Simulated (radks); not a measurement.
# Taking charge from the 1s level of Sr in fractions

Aim: follow energy and eigenvalue as charge leaves the 1s level of Sr bit by bit, and test Janak's theorem, Slater's transition state and the straight-line condition.

The numbers are computed with radks (a radial shooting solver on a logarithmic mesh, Libxc functionals) version 1 (Dirac Kohn-Sham, PBE, spin-unpolarised, spherical densities, finite nucleus), except any that are marked as measured or tabulated.

## (1) What is computed

| Property | Result |
| --- | --- |
| element | strontium (Z = 38) |
| charge | 0 |
| electrons | 38 |
| configuration | [Kr] 5s2 |
| nuclear rms radius | 4.224 fm |

The outer shells:

Sr
```
[Kr] core
5s [↑↓]
```

## (2) Start: [Kr] 5s2

The run's settings:

```text
Z 38
configuration [Kr] 5s2
relativity Dirac
functional pbe,pbe
spin unpolarised
j_filling energy
nucleus finite rms 4.224 fm
c 137.035999084
```

## (3) 0.25 electron removed from 1s

Settings, as their differences from step 2:

```diff
@@ -1,3 +1,3 @@
 Z 38
-configuration [Kr] 5s2
+configuration 1s1.75 2s2 2p6 3s2 3p6 3d10 4s2 4p6 5s2
 relativity Dirac
```

## (4) 0.5 electron removed from 1s

The run's settings:

```text
Z 38
configuration 1s1.5 2s2 2p6 3s2 3p6 3d10 4s2 4p6 5s2
relativity Dirac
functional pbe,pbe
spin unpolarised
j_filling energy
nucleus finite rms 4.224 fm
c 137.035999084
```

## (5) 0.75 electron removed from 1s

The run's settings:

```text
Z 38
configuration 1s1.25 2s2 2p6 3s2 3p6 3d10 4s2 4p6 5s2
relativity Dirac
functional pbe,pbe
spin unpolarised
j_filling energy
nucleus finite rms 4.224 fm
c 137.035999084
```

## (6) 1 electron removed from 1s

The run's settings:

```text
Z 38
configuration 1s1 2s2 2p6 3s2 3p6 3d10 4s2 4p6 5s2
relativity Dirac
functional pbe,pbe
spin unpolarised
j_filling energy
nucleus finite rms 4.224 fm
c 137.035999084
```

Q: Predict the outcome of this session. Wanted: for each run, removed; E − E(0); eigenvalue; E minus straight line.

The runs gave:

| removed (e) | E − E(0) (eV) | eigenvalue (eV) | E minus straight line (eV) |
| --- | --- | --- | --- |
| 0 | 0.000 | -15930.6 | 0.000 |
| 0.25 | 3997.8 | -16051.8 | -45.223 |
| 0.5 | 8025.9 | -16172.6 | -60.191 |
| 0.75 | 12084.1 | -16292.7 | -45.044 |
| 1 | 16172.1 | -16411.7 | 0.000 |

**Reading.** Removing the whole electron costs 16172.1 eV, against 15930.6 eV from minus the starting eigenvalue. Slater's transition state, half an electron removed, gives 16172.6 eV. The trapezoid integral of minus the eigenvalue gives 16172.1 eV over the range, against 16172.1 eV from the energies (Janak's theorem). The eigenvalue moves by 481 eV per electron. E bends below the straight line by 60.19 eV at 0.5 electron removed.
